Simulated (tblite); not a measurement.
# C40H60Si10: the cost of one run

Computed with tblite 0.8.0 and PySCF 2.14.0 and routines of our own; the level stands in each step. Atoms count from 0.

## 1. The system as given

110 atoms, charge 0, multiplicity 1; geometry from: force field, distance geometry or constructed start.

## 2. Geometry optimisation with GFN2-xTB

What the job is given:

```
{"job": {"kind": "relax", "xc": "GFN2-xTB", "basis": "xTB"}, "charge": 0, "multiplicity": 1}
C      0.373000     6.373900     1.509400
Si    -0.072900     5.676900     3.186900
C     -0.211800     7.067600     4.436000
C      1.284800     4.472500     3.739200
C      2.098100     3.646700     4.078600
Si     3.296300     2.263800     4.559700
C      4.800100     2.312600     3.438400
C      3.843400     2.494600     6.343200
C      2.407300     0.601300     4.374600
C      1.777200    -0.417400     4.258900
Si     0.692400    -1.964900     4.119900
C     -1.108100    -1.458300     4.258300
C      1.099300    -3.114600     5.560100
C      1.007900    -2.890300     2.494100
C      1.204400    -3.521900     1.497200
Si     1.568800    -4.592500    -0.022000
C      2.228900    -6.258400     0.550300
C      2.870100    -3.783000    -1.107900
C      0.008300    -4.879100    -1.059500
C     -0.933300    -5.052600    -1.781300
Si    -2.377700    -5.271400    -2.996700
C     -4.004300    -4.982900    -2.118400
C     -2.341800    -7.006900    -3.694700
C     -2.179500    -4.017600    -4.399800
C     -1.985400    -3.180500    -5.245100
Si    -1.603900    -1.833100    -6.516200
C     -1.708400    -2.540600    -8.249300
C     -2.831500    -0.431100    -6.334800
C      0.155200    -1.180500    -6.207500
C      1.254100    -0.777800    -5.927800
Si     2.959800    -0.159100    -5.370300
C      3.420500     1.377600    -6.333600
C      4.237500    -1.495300    -5.657400
C      2.861300     0.244400    -3.517300
C      2.695700     0.459400    -2.353200
Si     2.266200     0.712600    -0.519000
C      2.306200     2.540500    -0.114300
C      3.513100    -0.190200     0.538300
C      0.516700     0.037800    -0.246500
C     -0.631400    -0.312400    -0.140800
Si    -2.468000    -0.745500    -0.040400
C     -3.201700    -0.732700    -1.763200
C     -2.734900    -2.416200     0.733600
C     -3.303000     0.590500     1.016500
C     -3.730900     1.484000     1.707100
Si    -4.227300     2.950200     2.792800
C     -5.627000     3.892000     1.991800
C     -4.767700     2.329700     4.481000
C     -2.715900     4.084000     2.990000
C     -1.712600     4.739400     3.085900
H     -0.405700     7.062500     1.171000
H      1.324800     6.918100     1.552300
H      0.462500     5.575800     0.769900
H     -1.000600     7.773800     4.130700
H     -0.470300     6.682700     5.428200
H      0.725500     7.622000     4.514700
H      5.490200     1.483100     3.672400
H      4.508800     2.231300     2.391100
H      5.345100     3.251000     3.568200
H      4.349600     3.452900     6.470900
H      2.974700     2.470800     7.017500
H      4.532500     1.696100     6.640100
H     -1.759900    -2.328300     4.190700
H     -1.373700    -0.754400     3.461700
H     -1.289900    -0.960400     5.218700
H      0.922500    -2.613300     6.513500
H      0.480000    -4.009300     5.515800
H      2.153900    -3.426100     5.521000
H      1.485900    -6.776400     1.169300
H      2.454300    -6.904600    -0.301400
H      3.142700    -6.134200     1.138000
H      2.510600    -2.824500    -1.488700
H      3.792800    -3.605400    -0.537100
H      3.116200    -4.411700    -1.960900
H     -4.840100    -5.141400    -2.803500
H     -4.056200    -3.963000    -1.736600
H     -4.118300    -5.672000    -1.273400
H     -1.401900    -7.202100    -4.217000
H     -2.452700    -7.757500    -2.908100
H     -3.165800    -7.160600    -4.410300
H     -1.487100    -1.777800    -8.997200
H     -1.002200    -3.366900    -8.376400
H     -2.712400    -2.929100    -8.439900
H     -3.854400    -0.789800    -6.509700
H     -2.793900     0.002700    -5.329100
H     -2.624900     0.370900    -7.054700
H      3.474900     1.158600    -7.405000
H      2.681000     2.173100    -6.182200
H      4.399900     1.755700    -6.014700
H      5.228100    -1.158700    -5.331000
H      3.988200    -2.398400    -5.096600
H      4.302600    -1.755000    -6.719900
H      2.018800     2.713600     0.931400
H      3.314900     2.946500    -0.262300
H      1.612400     3.099300    -0.746400
H      4.520300     0.200600     0.375200
H      3.522300    -1.260300     0.311500
H      3.277900    -0.078300     1.599200
H     -3.095900     0.257100    -2.228600
H     -2.707700    -1.464500    -2.404500
H     -4.267600    -0.974600    -1.736300
H     -2.338800    -2.451700     1.756400
H     -3.807200    -2.654000     0.792700
H     -2.253800    -3.198600     0.156800
H     -5.918900     4.746200     2.616300
H     -5.331600     4.267100     1.006900
H     -6.507600     3.246200     1.864300
H     -5.634500     1.664000     4.383600
H     -3.959000     1.773600     4.963900
H     -5.043400     3.161100     5.131900
```

The run is started by

```sh
$ OMP_NUM_THREADS=8 python large_run.py task.json out
```

The driver reads the jobs from task.json and runs them one after another.

Q: Estimate the wall time and peak memory of this first job on 8 threads of Arm Neoverse V2, shared host.

About 23 s, with a peak of 0.2 GiB.
